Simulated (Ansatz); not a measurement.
Relaxation of a periodic cell of 19 atoms, La7O12 (host La2O3, host structure P-3m1, one La atom removed), cell charge +2, to a largest force component of 0.03 eV/Å in at most 60 steps.

These are results of Ansatz, DFT PBE, scalar-relativistic, plane waves, PAW, not measurements. Settings: PAW set soft_1, cutoff 420 eV, k mesh 2x2x2, gaussian smearing 0.02 eV, spin collinear.

```xyz
19
Lattice="-3.9308 -6.8083 0.0000 5.8962 -3.4042 0.0000 0.0000 0.0000 6.1120" Properties=species:S:1:pos:R:3
La 1.965 -5.674 4.607
La 0.000 -4.539 1.505
O 1.965 -5.674 2.164
O 0.000 -4.539 3.948
O 0.000 -6.808 0.000
La 0.000 -2.269 4.607
La 3.931 -4.539 1.505
O 0.000 -2.269 2.164
O 3.931 -4.539 3.948
O -1.965 -3.404 0.000
La 1.965 -1.135 1.505
O 3.931 -2.269 2.164
O 1.965 -1.135 3.948
O 1.965 -3.404 0.000
La -1.965 -5.674 4.607
La 0.000 -9.078 -1.505
O -1.965 -5.674 2.164
O 1.965 -7.943 3.948
O 0.000 0.000 0.000
```

Where does it end, and by what steps?

The run converged. Limits of this set-up: coarse k mesh, a small cell, in which the defect meets its images, a typed lattice constant that wasn't relaxed here, charged cell in a uniform background, uncorrected. After 7 steps the energy has fallen by 0.609 eV; O5 moved furthest, 0.38 Å.

```
step  energy less start (eV)  largest force component (eV/Å)  accepted
   0                  0.0000                           0.775       yes
   1                 -0.4736                           0.516       yes
   2                 -0.5507                           0.209       yes
   3                 -0.5688                           0.229       yes
   4                 -0.6005                           0.056       yes
   5                 -0.6064                           0.036       yes
   6                 -0.6078                           0.032       yes
   7                 -0.6086                           0.023       yes
```

```xyz
19
Lattice="-3.9308 -6.8083 0.0000 5.8962 -3.4042 0.0000 0.0000 0.0000 6.1120" Properties=species:S:1:pos:R:3
La 1.976 -5.696 4.635
La -0.052 -4.557 1.509
O 1.948 -5.618 2.159
O 0.036 -4.547 3.924
O -0.313 -6.628 -0.120
La 0.019 -2.281 4.578
La 3.954 -4.552 1.512
O 0.014 -2.278 2.196
O 3.902 -4.522 3.914
O -1.689 -3.261 -0.124
La 1.955 -1.081 1.508
O 3.874 -2.282 2.159
O 1.991 -1.162 3.924
O 1.997 -3.423 -0.003
La -2.019 -5.643 4.631
La 0.025 -9.076 -1.477
O -1.909 -5.706 2.273
O 1.963 -7.942 4.204
O 0.014 -0.311 -0.124
```

Whether the end is a true minimum wasn't checked by a vibrational analysis.

Run time: 90 s on 4 threads of Arm Neoverse V2 (shared host), peak memory 1.3 GiB.
